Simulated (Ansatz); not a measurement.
# Cl2GaH3O (built from SMILES O.[Cl][GaH][Cl]): a reaction path by the nudged elastic band

Aim: the minimum-energy path between two given structures and its highest point. Both ends were relaxed at PBE0-D4 in triple zeta. A second band with other settings follows.

The runs use Ansatz 0.2.0, Gaussian basis; PBE0-D4/def2-SVP.

23 further runs of the same task are left out: 1 that didn't finish, 22 set aside as unsound or not needed.

### 1 Where the work starts

The first end: 7 atoms, charge 0, spin multiplicity 1.

Atoms are counted from 1 here; the program's logs count them from 0.

Bond lengths: Ga1–H2 1.553 Å, Ga1–Cl3 2.148 Å, Ga1–Cl4 2.179 Å, Ga1–O6 2.121 Å, H5–O6 0.964 Å, O6–H7 0.967 Å. Angles: H2–Ga1–Cl3 121.6°, H2–Ga1–Cl4 119.7°, H2–Ga1–O6 101.2°, Cl3–Ga1–Cl4 113.1°, Cl3–Ga1–O6 100.8°, Cl4–Ga1–O6 91.3°, Ga1–O6–H5 114.4°, Ga1–O6–H7 104.5°, H5–O6–H7 107.2°.

Geometry (Å):

```xyz
7
charge 0, multiplicity 1
Ga    0.5283   -0.4921   -0.5530
H     1.5580    0.5020   -1.1558
Cl   -0.8209   -1.6069   -1.7980
Cl    0.9628   -1.4832    1.3377
H    -0.4989    1.7459    0.4730
O    -0.8202    0.8404    0.3986
H    -0.9092    0.4936    1.2973
```

The second end:

```mol
Cl2GaH3O
  3D, bonds by distance, orders not assigned

  7  5  0  0  0  0  0  0  0  0999 V2000
   -0.3102   -0.7183    0.0262 Ga  0  0
    1.4753    1.0441   -0.8384 H   0  0
   -0.6800   -1.4439   -1.9227 Cl  0  0
    1.2773   -1.5257    1.1888 Cl  0  0
    0.8605    1.4724   -0.7944 H   0  0
   -1.4199    0.4713    0.7163 O   0  0
   -1.2030    0.6999    1.6241 H   0  0
  1  3  8  0
  1  4  8  0
  1  6  8  0
  2  5  8  0
  6  7  8  0
M  END
```

### 2 The band at PBE0-D4/def2-SVP

Contents of neb/in.yaml:

```yaml
crystal:
  periodic: [false, false, false]
  atoms:
    - {symbol: Ga, position_ang: [0.528325, -0.492054, -0.553009]}
    - {symbol: H, position_ang: [1.558037, 0.502032, -1.155801]}
    - {symbol: Cl, position_ang: [-0.820922, -1.606891, -1.798010]}
    - {symbol: Cl, position_ang: [0.962825, -1.483196, 1.337748]}
    - {symbol: H, position_ang: [-0.498893, 1.745869, 0.473036]}
    - {symbol: O, position_ang: [-0.820185, 0.840415, 0.398600]}
    - {symbol: H, position_ang: [-0.909187, 0.493626, 1.297337]}
basis:
  gaussian: {orbitals: def2-SVP}
hamiltonian: {xc: pbe0, dispersion: d4}
neb:
  images: 5
  climbing: true
  max_iterations: 40
  initial_path: idpp
  final_atoms:
    - {symbol: Ga, position_ang: [-0.310239, -0.718318, 0.026216]}
    - {symbol: H, position_ang: [1.475313, 1.044094, -0.838350]}
    - {symbol: Cl, position_ang: [-0.679966, -1.443934, -1.922745]}
    - {symbol: Cl, position_ang: [1.277331, -1.525652, 1.188808]}
    - {symbol: H, position_ang: [0.860476, 1.472361, -0.794438]}
    - {symbol: O, position_ang: [-1.419925, 0.471304, 0.716329]}
    - {symbol: H, position_ang: [-1.202991, 0.699943, 1.624081]}
```

On the command line:

```console
> ansatz run in.yaml --threads 4 --pin off --events-out ev --progress --plain --max-ram 9574MiB
```

Output (excerpt; [...] marks lines left out):

```text
Functional definition: PBE0
  name "PBE0"
  cite "Adamo & Barone, J. Chem. Phys. 110, 6158 (1999) doi:10.1063/1.478522"
  cite "Perdew, Burke & Ernzerhof, Phys. Rev. Lett. 77, 3865 (1996) doi:10.1103/PhysRevLett.77.3865"
  parent pbe
[...]
972 factors; integrals over basis functions are off by at most 4.4e-4 eV
[...]
mean field -79489.44623635 eV, -2921.1832693042 hartree, gradient 2.5e-5 eV, S^2 0.000000; 0 other end points of the search recorded, 0 dependent functions left out
[...]
reference -79489.44626362 eV, -2921.1832703062 hartree; 38, 38 occupied and 59, 59 virtual orbitals, 972 factors
[... from here to the last solve, the lines of the solves are left out (107 solves) ...]
WARN: NEB end point (image 0): max|allowed force component| = 2.228e-1 eV/Å (the criterion of neb.relax_end_points is 1.000e-2). That is over neb.f_tol: it is no minimum, so the barrier can be far off. Relax it first
WARN: NEB end point (image 6): max|allowed force component| = 3.797e-1 eV/Å (the criterion of neb.relax_end_points is 1.000e-2). That is over neb.f_tol: it is no minimum, so the barrier can be far off. Relax it first
NEB iter   1: max|band force component| = 4.691e0 eV/Å  barrier→ = 4.5627 eV  barrier← = 3.9065 eV  Δτ_max = 0.2000 Å  (177 SCF iters)
[...]
NEB iter   4: max|band force component| = 2.917e0 eV/Å  barrier→ = 2.0787 eV  barrier← = 1.4225 eV  Δτ_max = 0.2000 Å  (135 SCF iters)
[...]
NEB iter   7: max|band force component| = 8.659e-1 eV/Å  barrier→ = 1.5033 eV  barrier← = 0.8470 eV  Δτ_max = 0.1073 Å  (129 SCF iters)
[...]
NEB iter  10: max|band force component| = 1.450e-1 eV/Å  barrier→ = 1.4290 eV  barrier← = 0.7728 eV  CI = image 3  Δτ_max = 0.0198 Å  (121 SCF iters)
[...]
NEB iter  13: max|band force component| = 7.727e-2 eV/Å  barrier→ = 1.4215 eV  barrier← = 0.7653 eV  CI = image 3  Δτ_max = 0.0100 Å  (117 SCF iters)
[...]
NEB iter  14: max|band force component| = 2.379e-2 eV/Å  barrier→ = 1.4214 eV  barrier← = 0.7652 eV  CI = image 3  Δτ_max = 0.0000 Å  (869 SCF iters)
Total energy: -79488.17715770 eV, -2921.1366315239 hartree
Atom 0 at     0.149376    -0.599136    -0.274920 Å, force    -0.007233     0.005673     0.007216 eV/Å
Atom 1 at     0.966973     0.974426    -0.654726 Å, force     0.012234     0.002732     0.004162 eV/Å
Atom 2 at    -0.587969    -1.538211    -2.038324 Å, force    -0.002251    -0.002012    -0.003223 eV/Å
Atom 3 at     1.266664    -1.689287     1.187112 Å, force    -0.000372     0.001910    -0.002523 eV/Å
Atom 4 at     0.193053     1.230343    -0.095113 Å, force     0.002245     0.004315    -0.012273 eV/Å
Atom 5 at    -0.934798     0.787417     0.458689 Å, force    -0.003364    -0.015238     0.001232 eV/Å
Atom 6 at    -1.053300     0.834249     1.417183 Å, force    -0.001260     0.002620     0.005409 eV/Å
Dipole moment:    -0.035002     0.400296     0.343422 e Å
```

It took 1.7 min on 4 threads of Arm Neoverse V2, shared host.

The last band:

```csv
image,path (Å),energy (kJ/mol),Ga1–O6 (Å),H2–H5 (Å),Ga1–H2 (Å),H5–O6 (Å)
0,0.00,0.0,2.12,2.90,1.55,0.96
1,0.57,9.6,2.12,2.31,1.56,0.97
2,1.14,45.8,2.09,1.62,1.60,0.99
3,1.71,137.1,1.91,0.99,1.81,1.33
4,2.22,86.8,1.80,0.79,2.14,1.87
5,2.72,64.1,1.77,0.77,2.47,2.41
6,3.23,63.3,1.77,0.75,2.65,2.91
```

The highest image, 3:

```
Ga    0.1494   -0.5991   -0.2749
H     0.9670    0.9744   -0.6547
Cl   -0.5880   -1.5382   -2.0383
Cl    1.2667   -1.6893    1.1871
H     0.1931    1.2303   -0.0951
O    -0.9348    0.7874    0.4587
H    -1.0533    0.8342    1.4172
```

### 3 The band at revPBE-D4/def2-SVP, other settings

Changes to neb/in.yaml since step 2:

```diff
@@ -12,8 +12,9 @@
   gaussian: {orbitals: def2-SVP}
-hamiltonian: {xc: pbe0, dispersion: d4}
+hamiltonian: {xc: {name: revPBE}, dispersion: d4}
 neb:
-  images: 5
+  images: 7
   climbing: true
-  max_iterations: 40
+  max_iterations: 60
   initial_path: idpp
+  max_displacement: 0.3
   final_atoms:
```

On the command line:

```console
> ansatz run in.yaml --threads 4 --pin off --events-out ev --progress --plain --max-ram 9574MiB
```

Output:

```text
Functional definition: revPBE
  name "revPBE"
  cite "Zhang & Yang, Phys. Rev. Lett. 80, 890 (1998) doi:10.1103/PhysRevLett.80.890"
[... 1 set-up line as earlier in the session ...]
  parameter kappa = 1.245
  parameter beta = 0.06672455060314922
  exchange = pbe_x(kappa = kappa, mu = beta*pi^2/3)
  correlation = pbe_c(beta = beta)
1062 factors; their error is unknown
mean field evaluation 1: about -79492.6033 eV, gradient 5.5e1 eV
mean field evaluation 2: about -79481.6255 eV, gradient 9.7e1 eV
mean field evaluation 4: about -79497.3664 eV, gradient 4.1e0 eV
mean field evaluation 8: about -79497.3928 eV, gradient 6.8e-2 eV
mean field evaluation 16: about -79497.3402 eV, gradient 5.5e-5 eV
mean field -79497.34016441 eV, -2921.4733658096 hartree, gradient 5.5e-5 eV, S^2 0.000000; 0 other end points of the search recorded, 0 dependent functions left out
the calculation of the forces begins
reference -79497.34021009 eV, -2921.4733674884 hartree; 38, 38 occupied and 59, 59 virtual orbitals, 1062 factors
[... from here to the last solve, the lines of the solves are left out (114 solves) ...]
WARN: NEB end point (image 0): max|allowed force component| = 6.935e-1 eV/Å (the criterion of neb.relax_end_points is 1.000e-2). That is over neb.f_tol: it is no minimum, so the barrier can be far off. Relax it first
WARN: NEB end point (image 8): max|allowed force component| = 7.113e-1 eV/Å (the criterion of neb.relax_end_points is 1.000e-2). That is over neb.f_tol: it is no minimum, so the barrier can be far off. Relax it first
NEB iter   1: max|band force component| = 3.926e0 eV/Å  barrier→ = 3.9485 eV  barrier← = 3.4531 eV  Δτ_max = 0.3000 Å  (252 SCF iters)
NEB iter   2: max|band force component| = 3.377e0 eV/Å  barrier→ = 1.9560 eV  barrier← = 1.4606 eV  Δτ_max = 0.1538 Å  (228 SCF iters)
NEB iter   3: max|band force component| = 9.202e0 eV/Å  barrier→ = 1.5585 eV  barrier← = 1.0631 eV  Δτ_max = 0.0756 Å  (211 SCF iters)
NEB iter   4: max|band force component| = 6.074e0 eV/Å  barrier→ = 1.4170 eV  barrier← = 0.9216 eV  Δτ_max = 0.1572 Å  (189 SCF iters)
NEB iter   5: max|band force component| = 1.562e0 eV/Å  barrier→ = 1.1893 eV  barrier← = 0.6939 eV  Δτ_max = 0.1908 Å  (198 SCF iters)
NEB iter   6: max|band force component| = 1.851e0 eV/Å  barrier→ = 1.3592 eV  barrier← = 0.8638 eV  Δτ_max = 0.0808 Å  (202 SCF iters)
NEB iter   7: max|band force component| = 6.058e-1 eV/Å  barrier→ = 1.2384 eV  barrier← = 0.7430 eV  Δτ_max = 0.0963 Å  (196 SCF iters)
NEB iter   8: max|band force component| = 4.520e-1 eV/Å  barrier→ = 1.2331 eV  barrier← = 0.7377 eV  CI = image 4  Δτ_max = 0.0640 Å  (189 SCF iters)
NEB iter   9: max|band force component| = 1.034e-1 eV/Å  barrier→ = 1.2220 eV  barrier← = 0.7266 eV  CI = image 4  Δτ_max = 0.0189 Å  (191 SCF iters)
NEB iter  10: max|band force component| = 6.565e-2 eV/Å  barrier→ = 1.2216 eV  barrier← = 0.7262 eV  CI = image 4  Δτ_max = 0.0052 Å  (182 SCF iters)
1062 factors; their error is unknown
mean field -79496.17074077 eV, -2921.4303902833 hartree, gradient 2.5e-6 eV, S^2 0.000000; 0 other end points of the search recorded, 0 dependent functions left out
the calculation of the forces begins
reference -79496.17078596 eV, -2921.4303919442 hartree; 38, 38 occupied and 59, 59 virtual orbitals, 1062 factors
NEB iter  11: max|band force component| = 4.739e-2 eV/Å  barrier→ = 1.2214 eV  barrier← = 0.7260 eV  CI = image 4  Δτ_max = 0.0000 Å  (1004 SCF iters)
Total energy: -79496.56329140 eV, -2921.4448162531 hartree
Atom 0 at     0.148288    -0.620329    -0.277901 Å, force    -0.004353     0.017355     0.001295 eV/Å
Atom 1 at     0.985167     0.999125    -0.658969 Å, force    -0.013082    -0.003442     0.012153 eV/Å
Atom 2 at    -0.602481    -1.569529    -2.059235 Å, force     0.002724     0.001045     0.000474 eV/Å
Atom 3 at     1.253291    -1.707617     1.229973 Å, force     0.001274     0.000708     0.000458 eV/Å
Atom 4 at     0.179903     1.244741    -0.103605 Å, force     0.019824    -0.009871    -0.010800 eV/Å
Atom 5 at    -0.967699     0.804713     0.445737 Å, force    -0.019751    -0.004676    -0.003947 eV/Å
Atom 6 at    -0.996469     0.848697     1.423901 Å, force     0.013365    -0.001120     0.000368 eV/Å
Dipole moment:    -0.021496     0.365532     0.332133 e Å
```

Run time: 72 s. Hardware: 4 threads of Arm Neoverse V2, shared host.

The last band:

```csv
image,path (Å),energy (kJ/mol),Ga1–O6 (Å),H2–H5 (Å),Ga1–H2 (Å),H5–O6 (Å)
0,0.00,0.0,2.12,2.90,1.55,0.96
1,0.44,1.9,2.18,2.49,1.57,0.98
2,0.87,17.4,2.18,1.98,1.58,0.98
3,1.31,56.2,2.10,1.46,1.66,1.03
4,1.75,117.8,1.95,1.01,1.86,1.35
5,2.21,75.4,1.84,0.80,2.16,1.82
6,2.67,47.9,1.80,0.77,2.53,2.30
7,3.13,43.5,1.80,0.77,2.89,2.71
8,3.58,47.8,1.77,0.75,2.65,2.91
```

The highest image, 4:

```xyz
7
Cl2GaH3O
Ga    0.14829   -0.62033   -0.27790
H     0.98517    0.99913   -0.65897
Cl   -0.60248   -1.56953   -2.05924
Cl    1.25329   -1.70762    1.22997
H     0.17990    1.24474   -0.10361
O    -0.96770    0.80471    0.44574
H    -0.99647    0.84870    1.42390
```

### 4 Summary of results

```
                                                                       quantity                                                  value
                                                PBE0-D4/def2-SVP, 14 iterations  highest 137.1 kJ/mol (image 3), last end +63.3 kJ/mol
                                              revPBE-D4/def2-SVP, 11 iterations  highest 117.8 kJ/mol (image 4), last end +47.8 kJ/mol
from earlier runs: barrier over the separately found saddle, CCSD(T)/def2-TZVPP                                           141.7 kJ/mol
```

**Reading.** The highest image lies 137.1 kJ/mol above the first end, and it climbed, so it estimates the saddle. The ends are not quite minima at this level (largest force component 0.38 eV/Å), so the heights are unreliable: relaxing the first end would lower it and raise the barrier above it. The highest image is 4.5 kJ/mol below the CCSD(T) barrier in triple zeta, which comes from separate runs on the saddle. The second band's highest image lies at 117.8 kJ/mol; the levels differ.
